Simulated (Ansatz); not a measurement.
# CH7GaSi (SMILES [CH3][GaH][SiH3]) at PBE/6-31G(d) (spherical functions)

Aim: the electronic atomisation energy of CH7GaSi at PBE/6-31G* (spherical functions), from 5 runs. 

Program for the calculation: Ansatz 0.2.0.

71 further runs of the same task are left out: 71 set aside as unsound or not needed.

## (1) The molecule

The species is CH7GaSi (10 atoms), meant as a singlet with charge 0. SMILES: `[CH3][GaH][SiH3]`. Geometry: relaxed at PBE0-D4/def2-TZVP.

Bond lengths: C1–Ga2 1.971 Å, Ga2–Si3 2.419 Å, C1–H4 1.090 Å, C1–H5 1.094 Å, C1–H6 1.093 Å, Ga2–H7 1.578 Å, Si3–H8 1.492 Å, Si3–H9 1.489 Å, Si3–H10 1.492 Å. Some angles: C1–Ga2–Si3 120.8°, C1–Ga2–H7 118.1°, Si3–Ga2–H7 121.0°, Ga2–C1–H4 113.1°, Ga2–C1–H5 109.2°, Ga2–C1–H6 110.1°, Ga2–Si3–H8 110.2°, Ga2–Si3–H9 114.2°, Ga2–Si3–H10 110.2°, H4–C1–H5 108.5°.

## (2) The energy at PBE/6-31G(d) (spherical functions)

Contents of input.yaml:

```yaml
crystal:
  periodic: [false, false, false]
  atoms:
    - {symbol: C, position_ang: [-1.123300, 1.394100, -0.619200]}
    - {symbol: Ga, position_ang: [0.561500, 0.659300, 0.093300]}
    - {symbol: Si, position_ang: [0.786700, -1.705300, 0.550700]}
    - {symbol: H, position_ang: [-1.924300, 0.656600, -0.670400]}
    - {symbol: H, position_ang: [-0.947000, 1.785400, -1.626000]}
    - {symbol: H, position_ang: [-1.454200, 2.236500, -0.005700]}
    - {symbol: H, position_ang: [1.759600, 1.654600, 0.346000]}
    - {symbol: H, position_ang: [0.531000, -2.496200, -0.688800]}
    - {symbol: H, position_ang: [2.125000, -2.100900, 1.069700]}
    - {symbol: H, position_ang: [-0.231700, -2.135100, 1.553300]}
basis:
  gaussian:
    orbitals: 6-31G_st_-spherical.json
hamiltonian:
  xc: {name: PBE}
accuracy: high
output: {orbitals: {seedname: orbitals}}
```

The basis set 6-31G* is read from a file made from the Basis Set Exchange's data (not shown).

The run is started by

```bash
ansatz run input.yaml --threads 1 --pin off --max-ram 3480MiB --events-out events.jsonl --progress --plain --runs-dir runs
```

Log:

```text
Warning: RAYON_NUM_THREADS=1 ignored (pool sized by the plan → 1); use --threads N
Functional definition: PBE
  name "PBE"
  parameter kappa = 0.804
  parameter beta = 0.06672455060314922
  exchange = pbe_x(kappa = kappa, mu = beta*pi^2/3)
  correlation = pbe_c(beta = beta)
1761 factors; integrals over basis functions are off by at most 7.4e-9 eV
mean field evaluation 1: about -61376.7117 eV, gradient 5.9e1 eV
mean field evaluation 2: about -61363.1652 eV, gradient 8.9e1 eV
mean field evaluation 4: about -61384.2410 eV, gradient 3.3e0 eV
mean field evaluation 8: about -61384.2735 eV, gradient 3.6e-2 eV
mean field evaluation 16: about -61384.2735 eV, gradient 3.6e-6 eV
mean field -61384.27348497 eV, -2255.8304428177 hartree, gradient 5.6e-8 eV, S^2 0.000000; 0 other end points of the search recorded, 0 dependent functions left out
reference -61384.27348991 eV, -2255.8304429992 hartree; 29, 29 occupied and 49, 49 virtual orbitals, 1761 factors
Total energy: -61384.27348991 eV, -2255.8304429992 hartree
```

Run time: 7.2 s. Hardware: 1 thread of Arm Neoverse V1, shared host; peak memory 0.21 GiB.

## (3) The C atom at the same level

Contents of job.yaml:

```yaml
crystal:
  periodic: [false, false, false]
  atoms:
    - {symbol: C, position_ang: [0.000000, 0.000000, 0.000000]}
basis:
  gaussian: {orbitals: 6-31G_st_-spherical.json}
magnetization: {spin_polarized: true, initial_magnetization: 2}
hamiltonian: {xc: {name: PBE}}
accuracy: high
```

The basis set 6-31G* is read from a file made from the Basis Set Exchange's data (not shown).

The run is started by

```bash
ansatz run job.yaml --threads 1 --pin off --max-ram 3480MiB --events-out events.jsonl --progress --plain --runs-dir runs
```

Log:

```text
Warning: RAYON_NUM_THREADS=1 ignored (pool sized by the plan → 1); use --threads N
[... 6 set-up lines as earlier in the session ...]
96 factors; integrals over basis functions are off by at most 1.1e-9 eV
mean field evaluation 1: about -1027.9528 eV, gradient 4.6e0 eV
mean field evaluation 2: about -1028.0508 eV, gradient 2.1e0 eV
mean field evaluation 4: about -1028.0821 eV, gradient 2.5e-1 eV
mean field evaluation 8: about -1028.0821 eV, gradient 3.3e-5 eV
mean field evaluation 16: about -1028.0821 eV, gradient 5.4e-2 eV
mean field evaluation 32: about -1028.0821 eV, gradient 1.4e-8 eV
mean field -1028.08208419 eV, -37.7813197351 hartree, gradient 1.4e-8 eV, S^2 2.001489; 2 other end points of the search recorded, 0 dependent functions left out
reference -1028.08208551 eV, -37.7813197834 hartree; 4, 2 occupied and 10, 12 virtual orbitals, 96 factors
Total energy: -1028.08208551 eV, -37.7813197834 hartree
```

Wall time 0.5 s (1 thread of Arm Neoverse V1, shared host).

## (4) The Ga atom, same level

Contents of input.yaml:

```yaml
crystal:
  periodic: [false, false, false]
  atoms:
    - {symbol: Ga, position_ang: [0.000000, 0.000000, 0.000000]}
basis:
  gaussian:
    orbitals: 6-31G_st_-spherical.json
magnetization:
  spin_polarized: true
  initial_magnetization: 1
hamiltonian:
  xc: pbe
accuracy: high
```

The basis set 6-31G* is read from a file made from the Basis Set Exchange's data (not shown).

The run is started by

```bash
ansatz run input.yaml --threads 1 --pin off --max-ram 3480MiB --events-out events.jsonl --progress --plain --runs-dir runs
```

Log:

```text
Warning: RAYON_NUM_THREADS=1 ignored (pool sized by the plan → 1); use --threads N
[... 6 set-up lines as earlier in the session ...]
306 factors; integrals over basis functions are off by at most 3.0e-9 eV
mean field evaluation 1: about -52361.1080 eV, gradient 1.2e1 eV
mean field evaluation 2: about -52360.9096 eV, gradient 1.7e1 eV
mean field evaluation 4: about -52361.3464 eV, gradient 1.3e-1 eV
mean field evaluation 8: about -52361.3428 eV, gradient 3.1e-3 eV
mean field evaluation 16: about -52361.3428 eV, gradient 5.4e-8 eV
mean field evaluation 32: about -52361.3436 eV, gradient 3.9e-1 eV
mean field -52361.34277010 eV, -1924.2438550084 hartree, gradient 9.6e-8 eV, S^2 0.751780; 4 other end points of the search recorded, 0 dependent functions left out
reference -52361.34277254 eV, -1924.2438550981 hartree; 16, 15 occupied and 16, 17 virtual orbitals, 306 factors
Total energy: -52361.34277254 eV, -1924.2438550981 hartree
```

Run time: 3.9 s. Hardware: 1 thread of Arm Neoverse V1, shared host; peak memory 0.095 GiB.

## (5) The H atom

Contents of job.yaml:

```yaml
crystal:
  periodic: [false, false, false]
  atoms:
    - {symbol: H, position_ang: [0.000000, 0.000000, 0.000000]}
basis:
  gaussian: {orbitals: "6-31G*"}
magnetization: {spin_polarized: true, initial_magnetization: 1}
hamiltonian: {xc: {name: PBE}}
accuracy: high
```

Run the same way, it converges to -0.49743 Eh (log not shown).

## (6) The Si atom, same level

Contents of molecule.yaml:

```yaml
basis:
  gaussian: {orbitals: 6-31G_st_-spherical.json}
crystal:
  periodic: [false, false, false]
  atoms:
    - symbol: Si
      position_ang: [0.000000, 0.000000, 0.000000]
magnetization: {spin_polarized: true, initial_magnetization: 2}
hamiltonian: {xc: pbe}
accuracy: high
```

The basis set 6-31G* is read from a file made from the Basis Set Exchange's data (not shown).

Run the same way, it converges to -289.20001 Eh (log not shown).

## (7) Results

At PBE/6-31G* (spherical functions):

| quantity | value |
| --- | --- |
| molecule: total energy | -2255.83044 Eh |
| molecule: HOMO energy | -6.16 eV |
| molecule: LUMO energy | -2.42 eV |
| molecule: HOMO–LUMO gap | 3.73 eV |
| C atom: total energy | -37.78132 Eh |
| C atom: ⟨S²⟩ | 2.001 |
| Ga atom: total energy | -1924.24386 Eh |
| Ga atom: ⟨S²⟩ | 0.752 |
| H atom: total energy | -0.49743 Eh |
| H atom: ⟨S²⟩ | 0.750 |
| Si atom: total energy | -289.20001 Eh |
| Si atom: ⟨S²⟩ | 2.002 |
| electronic atomisation energy | 30.565 eV |

Taking the molecule apart into free atoms costs 30.56 eV (705 kcal/mol), before zero-point energy and without spin-orbit coupling.
